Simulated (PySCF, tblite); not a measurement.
# C₆H₈N₂OSi: geometry, infrared bands and NMR shifts

What infrared bands and NMR shifts should C₆H₈N₂OSi (`C#CC[Si@@](C)(C#N)NC=O`) show?

Computed with tblite 0.8.0 and PySCF 2.14.0, with density-fitted response routines of our own, on a single molecule in the gas phase. Atoms count from 0, in the outputs and in this text.

## (1) Starting geometry

18 atoms, charge 0, multiplicity 1; geometry from: force field or distance geometry start.

Bonds of the start (Å): C0–C1 1.21, C1–C2 1.46, C2–Si3 1.91, Si3–C4 1.87, Si3–C5 1.89, C5–N6 1.16, Si3–N7 1.77, N7–C8 1.36, C8–O9 1.22, C0–H10 1.06, C2–H11 1.09, C2–H12 1.11, C4–H13 1.10, C4–H14 1.09, C4–H15 1.09, N7–H16 1.01, C8–H17 1.11.

## (2) Geometry optimisation with GFN2-xTB

What the job is given:

```
{"job": {"kind": "relax", "xc": "GFN2-xTB", "basis": "xTB"}, "charge": 0, "multiplicity": 1}
C      2.464800    -2.352900    -0.030200
C      1.960500    -1.288000     0.249400
C      1.387600     0.004500     0.625500
Si    -0.125300     0.494800    -0.439300
C     -0.777100     2.151700     0.135700
C      0.397700     0.611100    -2.255300
N      0.690200     0.679900    -3.379800
N     -1.394700    -0.721900    -0.273500
C     -1.940700    -1.027500     0.938500
O     -1.674700    -0.504900     2.012800
H      2.895200    -3.288700    -0.283800
H      2.132600     0.789400     0.518200
H      1.076200    -0.003400     1.686600
H     -0.012800     2.928900    -0.011600
H     -1.053600     2.141700     1.189000
H     -1.664200     2.438400    -0.436100
H     -1.666500    -1.217800    -1.114900
H     -2.703900    -1.829000     0.857100
```

Run with:

```console
> OMP_NUM_THREADS=1 python probes_run.py task.json out
```

The driver reads the jobs from task.json and runs them one after another.

**Question.** This job is followed by: GFN2-xTB harmonic vibrations, gas phase; GIAO PBE0/pcSseg-1 NMR shielding, non-relativistic, gas phase. What will the session give for the following? strongest single infrared mode (GFN2-xTB); zero-point energy (GFN2-xTB); 13C shifts against TMS (PBE0/pcSseg-1); 1H shifts against TMS (PBE0/pcSseg-1, means over atoms taken as alike); 29Si shifts against TMS (PBE0/pcSseg-1); 15N shifts against NH3 (PBE0/pcSseg-1); 17O shifts against H2O (PBE0/pcSseg-1).

As calculated:

| quantity | value |
| --- | --- |
| strongest single infrared mode (GFN2-xTB) | 1741 cm⁻¹, 448 km/mol |
| zero-point energy (GFN2-xTB) | 79.3 kcal/mol |
| 13C shifts against TMS (PBE0/pcSseg-1) | 169.5, 125.9, 82.3, 75.8, 7.1, 0.2 ppm |
| 1H shifts against TMS (PBE0/pcSseg-1, means over atoms taken as alike) | 8.45, 4.93, 2.73, 1.80, 1.37, 0.73 ppm |
| 29Si shifts against TMS (PBE0/pcSseg-1) | -22.6 ppm |
| 15N shifts against NH3 (PBE0/pcSseg-1) | 360.3, 131.4 ppm |
| 17O shifts against H2O (PBE0/pcSseg-1) | 446.5 ppm |

**Reading.** Relaxing lowered the energy by 0.208 eV in 66 steps; the close pair that moved most is Si3–C4, from 1.871 to 1.894 Å. All 48 modes are real, so the xTB geometry is a minimum. The strongest single mode, at 1741 cm⁻¹, moves mainly C8 and O9. GFN2-xTB is a fitted tight-binding method: band positions and strengths are rough. Its intensities can rank the bands wrongly. At PBE0/pcSseg-1: The largest span, 695 ppm, is at O9, where the paramagnetic term is -514 ppm.
